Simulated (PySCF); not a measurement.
# A diatomic session: SiI

The task here is to estimate one member of a computed series from the others.

Program: PySCF 2.14.0. Level of theory: Si x2c-SVPall, I x2c-SVPall, spin-free X2C with a Gaussian nucleus. These are calculated values, not measurements.

The first run:

The job is set up so:

* atoms: Si, I
* charge: 0
* basis: Si x2c-SVPall, I x2c-SVPall
* Hamiltonian: spin-free X2C with a Gaussian nucleus
* basis functions: 54
* electrons treated: 67
* masses in u: 27.9769, 126.9045
* levels: PBE0, PBE, r²SCAN, M06, LDA, BHandHLYP, HF, MP2, SCS-MP2, CCSD, CCSD(T)
* grid: 80 radial by 434 angular points
* occupations: held fixed by the projection of orbital angular momentum
* dissociation limit: Si + I, each in its ground configuration
* starting distance in angstrom: 2.425
* values of 2S to try: 1, 3

Run with:

```
$ OMP_NUM_THREADS=1 python dia.py task.json out
```

Among the steps run: Input; PBE0 along the bond; Higher solutions at PBE0; PBE (GGA); r²SCAN (meta-GGA); M06; LDA; BHandHLYP (global hybrid GGA); UHF (mean field); MP2 and coupled cluster.

One of the session's tables, all rows but one given; the rest of the session is left out.

Energy (eV) from each level's lowest point:

```
R (Å)    UHF  UHF-MP2  UHF-SCS-MP2  UHF-CCSD  UHF-CCSD(T)
2.115  1.194    1.118        1.146       n/a          n/a
2.213  0.552    0.498        0.518     0.523        0.526
2.312      ?        ?            ?         ?            ?
2.385  0.054    0.038        0.044     0.046        0.047
2.459  0.000    0.000        0.000     0.000        0.000
2.533  0.009    0.025        0.018     0.017        0.016
2.631  0.092    0.128        0.113     0.110        0.107
2.754  0.272    0.331        0.305     0.301        0.296
2.902  0.553    0.636        0.597     0.591        0.581
3.098  0.969    1.107        1.058       n/a          n/a
```

Q: Estimate the row for R (Å) = 2.312 from the others.

Worked estimate for «UHF». A straight line through the neighbours (2.213, 0.552) and (2.385, 0.054) gives 0.552 + (0.054 − 0.552) × (2.312 − 2.213) / (2.385 − 2.213) = 0.265; a parabola fitted to 4 rows on both sides gives 0.176.

**Answer.** UHF: 0.192; UHF-MP2: 0.159; UHF-SCS-MP2: 0.172; UHF-CCSD: 0.174; UHF-CCSD(T): 0.176. In «UHF» the line misses by +0.073 and the parabola by -0.016.
